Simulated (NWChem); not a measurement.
**One shape, several levels: AlGeH4Cl (SMILES [Cl][AlH][GeH3])**

Aim: a comparison of 6 runs (HF/STO-3G, HF/def2-SVP, PBE/def2-SVP, PBE0/def2-SVP, MP2/def2-SVP, CCSD(T)/def2-SVP) of AlGeH4Cl. 

The results are computed with NWChem 7.3.0.

30 further runs of the same task are left out: 30 set aside as unsound or not needed. Runs told in other sessions of the task aren't counted.

**1. The system as given**

AlGeH4Cl has 7 atoms, charge 0, and is taken as a singlet. As SMILES, `[Cl][AlH][GeH3]`. One bond was lengthened or shortened from a relaxed shape.

Bond lengths: Cl1–Al2 2.102 Å, Al2–Ge3 2.838 Å, Al2–H4 1.580 Å, Ge3–H5 1.540 Å, Ge3–H6 1.540 Å, Ge3–H7 1.540 Å. Angles: Cl1–Al2–Ge3 116.8°, Cl1–Al2–H4 116.5°, Ge3–Al2–H4 126.7°, Al2–Ge3–H5 111.0°, Al2–Ge3–H6 111.0°, Al2–Ge3–H7 112.3°, H5–Ge3–H6 107.2°, H5–Ge3–H7 107.6°, H6–Ge3–H7 107.6°.

**2. The energy at HF/STO-3G (run 1)**

Input file m1.nw:

```
start m1
memory 2200 mb
charge 0

geometry noautosym nocenter noautoz
 Cl      -2.638288      -1.868407      -0.091227
 Al      -0.564388      -1.655907       0.180173
 Ge       0.501100       0.959800      -0.093300
 H        0.240512      -2.973207       0.515673
 H        0.225700       1.522500      -1.499900
 H       -0.144000       1.926400       0.916800
 H        2.023700       0.997300       0.133100
end

basis spherical bse
 Cl library STO-3G
 Al library STO-3G
 Ge library STO-3G
 H library STO-3G
end

scf
 thresh 1e-08
 maxiter 80
end

task scf energy
```

Run with:

```console
$ nwchem m1.nw > m1.out
```

The program printed:

```text
[...]
  functions       =    40
[...]
  wavefunction    = RHF
[...]
         Total SCF energy =  -2747.744549545447
      One-electron energy =  -4365.003669308183
      Two-electron energy =   1359.392508375086
 Nuclear repulsion energy =    257.866611387650
        Time for solution =      2.4s
[...]
```

It took 3.3 s on 1 thread of Intel Xeon Platinum 8375C at 2.90GHz (Ice Lake), shared host; peak memory 0.097 GiB.

**3. A single-point energy at HF/def2-SVP (run 2)**

Input file input.nw:

```
start input
memory stack 880 mb heap 220 mb global 1100 mb
charge 0
geometry noautosym nocenter noautoz
  Cl   -2.638288   -1.868407   -0.091227
  Al   -0.564388   -1.655907    0.180173
  Ge    0.501100    0.959800   -0.093300
  H     0.240512   -2.973207    0.515673
  H     0.225700    1.522500   -1.499900
  H    -0.144000    1.926400    0.916800
  H     2.023700    0.997300    0.133100
end
basis spherical bse
  * library def2-SVP
end
scf
  thresh 1e-08
  maxiter 80
  noprint "final vectors analysis"
end
task scf energy
```

Run with:

```console
$ nwchem input.nw > input.out
```

The program printed:

```text
[...]
  functions       =    88
[...]
  wavefunction    = RHF
[...]
         Total SCF energy =  -2778.681520830415
      One-electron energy =  -4384.119071939167
      Two-electron energy =   1347.570939721102
 Nuclear repulsion energy =    257.866611387650
        Time for solution =     14.7s
[...]
```

Wall time 16 s (1 thread of Intel Xeon Platinum 8375C at 2.90GHz (Ice Lake), shared host); peak memory 0.097 GiB.

**4. The energy at PBE/def2-SVP (run 3)**

Input file mymol.xyz:

```xyz
7
AlClGeH4
Cl    -2.638288    -1.868407    -0.091227
Al    -0.564388    -1.655907     0.180173
Ge     0.501100     0.959800    -0.093300
H      0.240512    -2.973207     0.515673
H      0.225700     1.522500    -1.499900
H     -0.144000     1.926400     0.916800
H      2.023700     0.997300     0.133100
```

Input file run.py:

```python
from ase.io import read
from ase.calculators.nwchem import NWChem

atoms = read('mymol.xyz')

calc = NWChem(
    label='mymol',
    theory='dft',
    memory='2200 mb',
    basis='def2-SVP',
    basispar='spherical bse',
    dft={'xc': 'xpbe96 cpbe96', 'mult': '1', 'grid': 'xfine', 'convergence': 'energy 1e-08', 'iterations': '100', 'mulliken': None},
    task='energy',
)
atoms.calc = calc

print(f"energy = {atoms.get_potential_energy():.6f} eV")
print("dipole (e A):", atoms.get_dipole_moment().round(4))
```

Run with:

```console
$ export ASE_NWCHEM_COMMAND="nwchem PREFIX.nwi > PREFIX.nwo"
$ python run.py
```

The program printed:

```text
energy = -75673.310472 eV
dipole (e A): [ 0.1631 -0.0573  0.0337]
```

The calculator wrote mymol.nwi:

```
title "mymol"

permanent_dir mymol

scratch_dir mymol

start mymol

geometry units angstrom nocenter noautosym noautoz
  Cl -2.6382880000000002e+00 -1.8684069999999999e+00 -9.1227000000000003e-02
  Al -5.6438800000000000e-01 -1.6559070000000000e+00 1.8017300000000000e-01
  Ge 5.0109999999999999e-01 9.5979999999999999e-01 -9.3299999999999994e-02
  H  2.4051200000000000e-01 -2.9732069999999999e+00 5.1567300000000005e-01
  H  2.2570000000000001e-01 1.5225000000000000e+00 -1.4999000000000000e+00
  H  -1.4399999999999999e-01 1.9263999999999999e+00 9.1679999999999995e-01
  H  2.0236999999999998e+00 9.9729999999999996e-01 1.3310000000000000e-01
end

memory 2200 mb

basis spherical bse noprint
   * library def2-SVP
end

dft
  xc xpbe96 cpbe96
  mult 1
  grid xfine
  convergence energy 1e-08
  iterations 100
  mulliken
end

task dft energy
```

mymol.nwo (excerpt; [...] marks lines left out):

```text
[...]
      One electron energy =    -4383.185506317222
[... 1 line left out ...]
    Exchange-Corr. energy =     -126.694446179578
[... 6 lines left out ...]
                       DFT Final Molecular Orbital Analysis
[... 641 lines left out ...]
    Atom       Charge   Shell Charges
[...]
```

It took 34 s on 1 thread of Intel Xeon Platinum 8375C at 2.90GHz (Ice Lake), shared host; peak memory 0.14 GiB.

Runs 4 to 5 aren't shown in full; the table further down has their settings and results.

**5. The energy at CCSD(T)/def2-SVP (run 6)**

Input file alclgeh4.xyz:

```xyz
7
AlClGeH4
Cl    -2.638288    -1.868407    -0.091227
Al    -0.564388    -1.655907     0.180173
Ge     0.501100     0.959800    -0.093300
H      0.240512    -2.973207     0.515673
H      0.225700     1.522500    -1.499900
H     -0.144000     1.926400     0.916800
H      2.023700     0.997300     0.133100
```

Input file alclgeh4.nw:

```
start alclgeh4
title "AlClGeH4"
memory total 2200 mb
geometry noautosym nocenter noautoz
load format xyz alclgeh4.xyz
end
basis spherical bse
* library def2-SVP
end
scf
thresh 1e-08
maxiter 80
print low
end
ccsd
freeze core 19
maxiter 60
end
task ccsd(t) energy
```

Run with:

```console
$ nwchem alclgeh4.nw > alclgeh4.out
```

The program printed:

```text
[...]
  functions       =    88
[...]
  wavefunction    = RHF
[...]
         Total SCF energy =  -2778.681520830496
      One-electron energy =  -4384.119071938959
      Two-electron energy =   1347.570939720813
 Nuclear repulsion energy =    257.866611387650
        Time for solution =     14.9s
[...]
 Total MP2 energy:          -2779.109122038021724
[...]
             energy      energy      error      ampl     ampl      Block
                                                time     time      time
[...]
 Total CCSD energy:          -2779.145202525803143
[...]
 Total CCSD+T(CCSD) energy:          -2779.157654772838669
[...]
 Total CCSD(T) energy:               -2779.156741091180265
[...]
```

It took 2.3 min on 1 thread of Intel Xeon Platinum 8375C at 2.90GHz (Ice Lake), shared host; peak memory 0.24 GiB.

**6. All runs side by side**

```tsv
run	level	iteration cap	module	energy (Eh)	dipole moment (D) of the reference	HOMO energy (eV)	LUMO energy (eV)	wall time
1	HF/STO-3G	80	scf	-2747.744550	2.80	-7.17	6.46	3.3 s
2	HF/def2-SVP	80	scf	-2778.681521	1.22	–	–	16 s
3	PBE/def2-SVP	100	dft	-2780.942889	0.85	-6.29	-2.58	34 s
4	PBE0/def2-SVP	100	dft	-2781.066536	1.02	-7.33	-1.88	26 s
5	MP2/def2-SVP	80	mp2	-2779.109122	–	-9.60	0.89	19 s
6	CCSD(T)/def2-SVP	80	ccsd(t)	-2779.156741	–	–	–	2.3 min
```

**7. Summary of results**

```
                                           quantity           value
                                run 6: total energy  -2779.15674 Eh
run 6: correlation energy (19 core orbitals frozen)      -475.2 mEh
                              run 6: (T) correction      -11.54 mEh
```

**Reading.** Below the HF energy at the same shape and in the same basis (def2-SVP): MP2 -427.6 mEh; CCSD(T) -475.2 mEh. Over runs 1, 2, 3, 4 the dipole moment (its size) runs from 0.85 D (PBE/def2-SVP) to 2.80 D (HF/STO-3G). The two ends differ in method and basis. Over runs 1, 3, 4 the HOMO–LUMO gap runs from 3.70 eV (PBE/def2-SVP) to 13.63 eV (HF/STO-3G). Totals of different functionals can't be ranked against each other. In run 1 the basis is minimal, so the values are rough. All runs together took 3.9 min, the longest 2.3 min.
